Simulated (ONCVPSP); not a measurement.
# Pseudopotential generation for N: ONCV, PBE

Aim: build the potential from the settings below, then test how well it stands in for the atom: other configurations, scattering, ghost states and the plane-wave cutoff that it needs.

The numbers are computed with ONCVPSP 4.0.1.1 (patched build) (PBE, scalar-relativistic, spin-unpolarised reference atom).

**1. The design**

The settings as typed:

* element: nitrogen (N, Z = 7)
* type: optimised norm-conserving Vanderbilt (ONCV)
* frozen core: [He]
* valence charge: 5
* reference configuration: 2s2 2p3
* partial waves: 2s: rc 0.76 bohr, ncon 4, nbas 7, qcut 7.6 1/bohr, 1 projector; 2p: rc 2.35 bohr, ncon 5, nbas 9, qcut 6.7 1/bohr, 2 projectors, debl 2.3 Ha; d scattering state at 0.35 Ha: rc 2.45 bohr, ncon 4, nbas 8, qcut 3.3 1/bohr, 3 projectors, debl 2.4 Ha
* local potential: polynomial inside 0.75 bohr (lpopt 1, dvloc0 0 Ha)
* core correction: Teter function fitted to the true core (icmod 2), fcfact 0.55

**2. The generation run**

File N.dat:

```
# ATOM AND REFERENCE CONFIGURATION
# atsym  z   nc   nv     iexc    psfile
  N 7.00    1    2        4      upf
#
#   n    l    f
    1    0    2.00
    2    0    2.00
    2    1    3.00
#
# PSEUDOPOTENTIAL AND OPTIMIZATION
# lmax
    2
#
#   l,   rc,      ep,       ncon, nbas, qcut
    0    0.76    0.00    4    7    7.60
    1    2.35    0.00    5    9    6.70
    2    2.45    0.35    4    8    3.30
#
# LOCAL POTENTIAL
# lloc, lpopt,  rc(5),   dvloc0
    4    1    0.75    0.00
#
# VANDERBILT-KLEINMAN-BYLANDER PROJECTORs
# l, nproj, debl
    0    1    0.30
    1    2    2.30
    2    3    2.40
#
# MODEL CORE CHARGE
# icmod, fcfact, rcfact
    2    0.55    0.70
#
# LOG DERIVATIVE ANALYSIS
# epsh1, epsh2, depsh
   -2.00    5.00    0.02
#
# OUTPUT GRID
# rlmax, drl
    6.00    0.01
#
# TEST CONFIGURATIONS
# ncnf
    4
# nvcnf
#   n    l    f
    2
    2    0    2.00
    2    1    2.00
#
    2
    2    0    2.00
    2    1    1.00
#
    2
    2    0    2.00
    2    1    0.00
#
    2
    2    0    1.00
    2    1    3.00
#
```

On the command line:

```console
$ oncvpsp.x < N.dat > N.out
```

Before running it: what results should come out? Wanted: cutoffs for 1 and 0.1 mHa per electron, occupied waves; bound ghosts; GHOST(+) flags; largest test error; largest phase difference near zero energy, channels read; rms error of d²Exc/dn², without and with the model core.

The runs gave:

```
                                                quantity                   value
  cutoffs for 1 and 0.1 mHa per electron, occupied waves        29 Ha and 113 Ha
                                            bound ghosts              none found
                                          GHOST(+) flags      none at low energy
                            largest test error (AE − PS)  +2267 meV, for 2s2 2p0
largest phase difference near zero energy, channels read               0.005 rad
 rms error of d²Exc/dn², without and with the model core       1.38 and 1.59 mHa
```

By total energies transferability is poor: the largest error is 2267 meV on 89.5 eV, for 2s2 2p0. That test lies far up in energy; among those under 40 eV, nearer to bonding, the largest error is 80 meV. It counts as of middling hardness, with 29 Ha needed at the looser tolerance. The tighter tolerance needs 113 Ha, and converged work needs a cutoff nearer that. At the looser tolerance the 2s wave is the slowest; 2p needs 15 Ha. It is free of bound ghosts as far as tested. Near zero energy the phases of the channels with partial waves agree within 0.005 rad. All of this concerns the isolated atom, not yet a solid.
